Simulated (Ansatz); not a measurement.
**C₂H₆Cl₄Ga₂O₂: one species, many methods**

One table from this session's results is given with a row withheld; the runs are named, their logs left out.

Method: functionals in def2-TZVPP, the program's frozen cores in correlated methods; program: Ansatz 0.2.0, Gaussian basis.

Levels to be run: LDA (SPW92), PBE-D4, revPBE-D4, BLYP-D4, r2SCAN-D4, B97M-V, PBE0-D4, B3LYP-D4, r2SCANh-D4, r2SCAN0-D4, HSE06-D4, BHLYP-D4, CAM-B3LYP-D4, LC-ωPBE, ωB97X-V, ωB97M-V, B2PLYP, PBE-QIDH; CCSD(T)/def2-SVP; CCSD(T)/def2-TZVPP; MP2/def2-QZVPP; extrapolation to the limit; RPA on PBE.

**Structure used throughout**

An earlier PBE0-D4 in a triple-zeta def2 set relaxation fixed the geometry.

16 atoms, charge 0, spin multiplicity 1.

Atoms are counted from 1 here; the program's logs count them from 0.

Bond lengths: C1–O2 1.426 Å, C1–H11 1.091 Å, C1–H12 1.091 Å, C1–H13 1.091 Å, O2–Ga3 1.911 Å, O2–Ga8 1.911 Å, Ga3–Cl4 2.131 Å, Ga3–Cl5 2.131 Å, Ga3–O6 1.911 Å, O6–C7 1.426 Å, O6–Ga8 1.911 Å, C7–H14 1.091 Å, C7–H15 1.091 Å, C7–H16 1.091 Å, Ga8–Cl9 2.131 Å, Ga8–Cl10 2.131 Å. Angles: O2–C1–H11 109.2°, O2–C1–H12 109.7°, O2–C1–H13 109.7°, H11–C1–H12 109.8°, H11–C1–H13 109.8°, H12–C1–H13 108.5°, C1–O2–Ga3 126.5°, C1–O2–Ga8 126.5°, Ga3–O2–Ga8 99.1°, O2–Ga3–Cl4 109.5°, O2–Ga3–Cl5 115.3°, O2–Ga3–O6 80.9°, Cl4–Ga3–Cl5 120.0°, Cl4–Ga3–O6 115.2°, Cl5–Ga3–O6 109.5°, Ga3–O6–C7 126.5°, Ga3–O6–Ga8 99.1°, C7–O6–Ga8 126.5° and more.

The first run:

in.yaml reads:

```yaml
crystal:
  periodic: [false, false, false]
  atoms:
    - {symbol: C, position_ang: [-1.371890, 1.133682, 1.910389]}
    - {symbol: O, position_ang: [-0.501729, 0.381153, 1.067435]}
    - {symbol: Ga, position_ang: [1.000320, 1.051334, 0.094164]}
    - {symbol: Cl, position_ang: [0.561738, 3.006401, -0.632742]}
    - {symbol: Cl, position_ang: [2.903748, 0.637277, 0.959436]}
    - {symbol: O, position_ang: [0.501763, -0.381219, -1.068370]}
    - {symbol: C, position_ang: [1.373526, -1.135241, -1.908424]}
    - {symbol: Ga, position_ang: [-1.001619, -1.050013, -0.096356]}
    - {symbol: Cl, position_ang: [-2.903480, -0.630623, -0.962448]}
    - {symbol: Cl, position_ang: [-0.568176, -3.006934, 0.628688]}
    - {symbol: H, position_ang: [-1.186857, 0.862770, 2.950811]}
    - {symbol: H, position_ang: [-1.190997, 2.200285, 1.768026]}
    - {symbol: H, position_ang: [-2.410325, 0.920699, 1.651683]}
    - {symbol: H, position_ang: [1.194395, -0.861954, -2.949252]}
    - {symbol: H, position_ang: [2.411388, -0.926205, -1.644288]}
    - {symbol: H, position_ang: [1.188203, -2.201413, -1.768764]}
basis:
  gaussian: {orbitals: def2-TZVPP}
hamiltonian: {xc: lda}
output: {orbitals: {seedname: orbitals}}
```

Steps of the session up to this table: LDA; PBE-D4 (GGA); revPBE-D4 (GGA); BLYP-D4 (GGA); r2SCAN-D4 (meta-GGA); B97M-V (meta-GGA); PBE0-D4 (hybrid); B3LYP-D4 (hybrid); r2SCANh-D4 (hybrid); r2SCAN0-D4 (hybrid); HSE06-D4 (hybrid); BHLYP-D4 (hybrid); CAM-B3LYP-D4 (range-separated); LC-ωPBE (range-separated); ωB97X-V (range-separated); ωB97M-V (range-separated); B2PLYP (double hybrid); PBE-QIDH (double hybrid).

One of the session's tables, all rows but one given; the rest of the session is left out.

It belongs to the step «Orbital energies across the functionals». 

```
  functional  HOMO (eV)  gap (eV)
 LDA (SPW92)      -7.80      5.20
      PBE-D4      -7.65      5.39
   revPBE-D4      -7.59      5.48
     BLYP-D4      -7.48      5.30
   r2SCAN-D4      -8.04      6.08
      B97M-V      -8.13      6.10
     PBE0-D4      -9.11      7.85
    B3LYP-D4      -8.81      7.25
  r2SCANh-D4      -8.57      6.97
  r2SCAN0-D4          ?         ?
    HSE06-D4      -8.71      7.08
    BHLYP-D4     -10.37     10.13
CAM-B3LYP-D4     -10.47     10.24
     LC-ωPBE     -11.94     13.02
     ωB97X-V     -11.55     12.44
     ωB97M-V     -11.38     12.05
```

**Question.** Estimate the row for r2SCAN0-D4.

Worked estimate for «HOMO (eV)». Against the share of exact exchange, r2SCAN-D4 (0, -8.04), r2SCANh-D4 (0.1, -8.57) give a slope of -5.30 per unit share; at 0.25 the line stands at -9.36.

The run gave: HOMO (eV): -9.36; gap (eV): 8.28. In «HOMO (eV)» the line misses by 0.00.
